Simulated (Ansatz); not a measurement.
# CH₃FO₂SW: one species, many methods

The task here is to estimate one member of a computed series from the others.

Method: functionals in def2-TZVPP, the program's frozen cores in correlated methods; program: Ansatz 0.2.0, Gaussian basis.

Plan: LDA (SPW92), PBE-D4, revPBE-D4, BLYP-D4, r2SCAN-D4, B97M-V, PBE0-D4, B3LYP-D4, r2SCANh-D4, r2SCAN0-D4, HSE06-D4, BHLYP-D4, CAM-B3LYP-D4, LC-ωPBE, ωB97X-V, ωB97M-V, B2PLYP, PBE-QIDH; CCSD(T)/def2-SVP; CCSD(T)/def2-TZVPP; MP2/def2-QZVPP; extrapolation to the limit; RPA on PBE.

## The geometry

The geometry comes from an earlier relaxation with PBE0-D4 in a triple-zeta def2 set; it is a stationary point, not always the lowest conformer. W takes the def2 core potential; no spin-orbit term is included.

SMILES `C[O][W](=[O])([F])=[S]`, 9 atoms, charge 0, spin multiplicity 1.

Atoms are counted from 1 here; the program's logs count them from 0.

Bond lengths: C1–O2 1.410 Å, C1–H7 1.092 Å, C1–H8 1.091 Å, C1–H9 1.091 Å, O2–W3 1.836 Å, W3–O4 1.697 Å, W3–F5 1.857 Å, W3–S6 2.131 Å. Angles: O2–C1–H7 110.1°, O2–C1–H8 108.4°, O2–C1–H9 109.1°, H7–C1–H8 109.9°, H7–C1–H9 109.9°, H8–C1–H9 109.4°, C1–O2–W3 143.7°, O2–W3–O4 108.5°, O2–W3–F5 111.1°, O2–W3–S6 108.1°, O4–W3–F5 110.0°, O4–W3–S6 108.5°, F5–W3–S6 110.5°.

Coordinates:

```xyz
9
charge 0, multiplicity 1
C     0.7962   -1.3831   -0.0644
O     0.0094   -0.3199   -0.5542
W    -0.7941    1.2637   -0.0859
O    -2.4768    1.0513   -0.1388
F    -0.2916    2.6350   -1.2334
S    -0.2331    1.7234    1.9182
H     1.2709   -1.0969    0.8768
H     1.5593   -1.6171   -0.8085
H     0.1597   -2.2563    0.0902
```

Set-up of the first run:

in.yaml reads:

```yaml
crystal:
  periodic: [false, false, false]
  atoms:
    - {symbol: C, position_ang: [0.796165, -1.383144, -0.064367]}
    - {symbol: O, position_ang: [0.009449, -0.319909, -0.554172]}
    - {symbol: W, position_ang: [-0.794070, 1.263690, -0.085917]}
    - {symbol: O, position_ang: [-2.476765, 1.051327, -0.138800]}
    - {symbol: F, position_ang: [-0.291626, 2.635009, -1.233365]}
    - {symbol: S, position_ang: [-0.233140, 1.723367, 1.918181]}
    - {symbol: H, position_ang: [1.270935, -1.096921, 0.876767]}
    - {symbol: H, position_ang: [1.559337, -1.617118, -0.808524]}
    - {symbol: H, position_ang: [0.159717, -2.256291, 0.090199]}
basis:
  gaussian: {orbitals: def2-TZVPP}
hamiltonian: {xc: lda}
output: {orbitals: {seedname: orbitals}}
```

Run with:

```
> ansatz run in.yaml --threads 2 --pin off --events-out ev --progress --plain --max-ram 32768MiB --backend cpu
```

Among the steps run: LDA; PBE-D4 (GGA); revPBE-D4 (GGA); BLYP-D4 (GGA); r2SCAN-D4 (meta-GGA); B97M-V (meta-GGA); PBE0-D4 (hybrid); B3LYP-D4 (hybrid); r2SCANh-D4 (hybrid); r2SCAN0-D4 (hybrid); HSE06-D4 (hybrid); BHLYP-D4 (hybrid); CAM-B3LYP-D4 (range-separated); LC-ωPBE (range-separated); ωB97X-V (range-separated); ωB97M-V (range-separated); B2PLYP (double hybrid); PBE-QIDH (double hybrid).

One table of the session follows, with a row left open; its other results are not shown here.

It belongs to the step «Frontier levels by functional». 

| functional | HOMO (eV) | LUMO (eV) | gap (eV) |
| --- | --- | --- | --- |
| LDA (SPW92) | -6.74 | -3.30 | 3.44 |
| PBE-D4 | ? | ? | ? |
| revPBE-D4 | -6.48 | -3.00 | 3.48 |
| BLYP-D4 | -6.39 | -2.95 | 3.44 |
| r2SCAN-D4 | -6.86 | -3.04 | 3.81 |
| B97M-V | -6.90 | -2.96 | 3.94 |
| PBE0-D4 | -7.81 | -2.38 | 5.43 |
| B3LYP-D4 | -7.56 | -2.56 | 5.00 |
| r2SCANh-D4 | -7.32 | -2.77 | 4.55 |
| r2SCAN0-D4 | -8.01 | -2.36 | 5.65 |
| HSE06-D4 | -7.41 | -2.76 | 4.65 |
| BHLYP-D4 | -8.91 | -1.51 | 7.40 |
| CAM-B3LYP-D4 | -9.08 | -1.31 | 7.76 |
| LC-ωPBE | -10.38 | -0.24 | 10.14 |
| ωB97X-V | -10.05 | -0.29 | 9.76 |
| ωB97M-V | -9.91 | -0.31 | 9.60 |

Estimate the missing values for PBE-D4.

The run gave: HOMO (eV): -6.55; LUMO (eV): -3.08; gap (eV): 3.47. In the column «HOMO (eV)» it lies between LDA (SPW92) (-6.74) and revPBE-D4 (-6.48).
